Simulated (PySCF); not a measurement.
**In(NH3)H3: geometry, NMR shifts and electronic excitations**

What NMR shifts and electronic excitations should In(NH3)H3 (`[H][In]([H])([H])<-[NH3]`) show?

Programs: PySCF 2.14.0, with density-fitted response routines of our own. Each step states its level of theory. These are calculated values for one molecule in the gas phase, unless marked as measured. Atoms count from 0, in the outputs and in this text.

## 1. The molecule as given

8 atoms, charge 0, multiplicity 1; geometry from: GFN2-xTB.

Bonds of the start (Å): In0–N1 2.36, In0–H5 1.69, In0–H6 1.69, In0–H7 1.69, N1–H2 1.02, N1–H3 1.02, N1–H4 1.02.

## 2. Optimising the geometry at PBE0-D3(BJ)/def2-SVP

Job settings and geometry (Å):

```
{"job": {"xc": "PBE0", "basis": "def2-SVP", "d3": "d3bj", "grid": 1, "maxiter": 40, "kind": "geom"}, "charge": 0, "multiplicity": 1}
In    -0.002430     0.004770    -1.240570
N      0.001030    -0.002420     1.124050
H     -0.948260     0.032420     1.488370
H      0.509990     0.799560     1.488490
H      0.445320    -0.846710     1.478600
H      1.673370    -0.017650    -1.445880
H     -0.820140     1.466400    -1.447400
H     -0.858890    -1.436370    -1.445640
```

**Question.** This job is followed by: GIAO PBE0/pcSseg-1 In:def2-TZVP NMR shielding, non-relativistic, gas phase; TDDFT CAM-B3LYP/def2-SVPD, vertical, gas phase, core orbitals frozen in the response; GIAO KT2/pcSseg-1 In:def2-TZVP NMR shielding, non-relativistic, gas phase. What will the session give for the following? point group; rotational constants (main isotopes); ¹H shifts against TMS (PBE0/def2-TZVP+pcSseg-1, means over atoms taken as alike); ¹⁵N shifts against NH3 (PBE0/def2-TZVP+pcSseg-1); lowest singlet (CAM-B3LYP/def2-SVPD); brightest single state of those computed; lowest triplet; range of the shift of N1.

The runs gave:

| quantity | value |
| --- | --- |
| point group | C3v |
| rotational constants (main isotopes) | 42.81, 5.21, 5.21 GHz |
| ¹H shifts against TMS (PBE0/def2-TZVP+pcSseg-1, means over atoms taken as alike) | 5.02, 1.17 ppm |
| ¹⁵N shifts against NH3 (PBE0/def2-TZVP+pcSseg-1) | 17.8 ppm |
| lowest singlet (CAM-B3LYP/def2-SVPD) | 5.89 eV (211 nm), f = 0.018 |
| brightest single state of those computed | state 10, 8.11 eV, f = 0.469 |
| lowest triplet | 5.55 eV |
| range of the shift of N1 | 17.8 to 18.5 ppm |

Over 3 steps the energy fell by 0.062 eV; of the close pairs, In0–H6 changed most, 1.688 to 1.743 Å. At PBE0/def2-TZVP+pcSseg-1: The widest tensor belongs to N1: span 27 ppm, with a paramagnetic part of -66 ppm. The first singlet state (HOMO→LUMO 0.86) lies at 5.89 eV and is weak; of the 10 states computed, the strongest absorption comes from state 10 at 8.11 eV (the last computed, so partners may be missing). The lowest triplet lies 0.33 eV below the lowest singlet (triplets in Tamm-Dancoff, singlets in full TDDFT). Spin-orbit coupling, left out, mixes singlets and triplets in elements this heavy. In ppm, N1 moves most: its shift spreads over 0.7 ppm, from 17.8 (PBE0/def2-TZVP+pcSseg-1) to 18.5 (KT2/def2-TZVP+pcSseg-1). Spin-orbit coupling is left out, which matters for shieldings and couplings at and beside the heavy atoms.
